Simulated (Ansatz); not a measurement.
## HPbNO4 under changes of volume

One of the cells (14.484 Å³/atom); the others are scaled copies at fixed shape and fractional positions:

```xyz
7
Lattice="4.2041 0.0000 0.0000 2.0217 3.8395 0.0000 2.0469 1.2790 6.2813" Properties=species:S:1:pos:R:3 pbc="T T T"
H     6.4119    3.4218    3.9444
Pb    4.2925    4.6959    5.5497
N     2.2802    1.4940    1.8951
O     6.4140    3.5006    4.9249
O     2.3104    1.0037    0.7095
O     2.3185    0.7238    2.8804
O     2.2113    2.7408    2.0273
```

The cell was built by a generator and needn't be a form met in nature.

| Item | Value |
| --- | --- |
| Program | Ansatz 0.2.0 |
| Functional | PBE |
| Potentials or basis | Ansatz PAW |
| Cutoff | 420 eV (not typed: the program's choice for these potentials) |
| k mesh | 7 × 7 × 5 |
| Occupations | fermi-dirac, width 0.05 eV |
| Spin | no spin polarisation |

| volume (Å³/atom) | energy over the lowest point (meV/atom) | pressure (GPa) | gap on the mesh (eV) | largest force (eV/Å) |
| --- | --- | --- | --- | --- |
| 13.615 | ? | ? | ? | ? |
| 13.905 | 7.30 | 4.2 | 2.84 | 1.134 |
| 14.195 | 1.76 | 2.0 | 2.83 | 0.545 |
| 14.484 | 0.00 | 0.0 | 2.82 | 0.003 |
| 14.774 | 1.64 | -1.8 | 2.80 | 0.511 |
| 15.064 | 6.35 | -3.4 | 2.78 | 0.984 |
| 15.353 | 13.83 | -4.9 | 2.76 | 1.425 |

Problem. What does the run at 13.615 Å³/atom give?

Solution. Energy over the lowest point 17.03 meV/atom; pressure 6.6 GPa; gap on the mesh 2.86 eV; largest force 1.768 eV/Å.

Worked out: A Birch-Murnaghan fit of order 3 (a polynomial in V^(-2/3)) to the other rows has its minimum at 14.49 Å³/atom with B0 = V·E''(V) = 94 GPa and B' = 4.1 at fixed shape and positions, which overstates the stiffness. It gives 17.02 meV/atom at 13.615 Å³/atom, against the run's 17.03, and -dE/dV = 6.6 GPa, against 6.6. A straight line through the other rows of the gap, of slope -0.82 eV per unit of ln V, extrapolates to 2.86 eV, against the run's 2.86.

Energies are extrapolated to zero smearing.

Caveats: odd divisions of the mesh miss points on the zone boundary, where band edges often lie, so the gap on the mesh can be too wide; spin-orbit coupling is left out, which as a rule narrows the gap of such compounds by several tenths of an eV; forces of over 1 eV/Å show positions far from the minimum, so gaps and moduli don't describe the material at rest (some runs).

A mesh can miss the band edges.
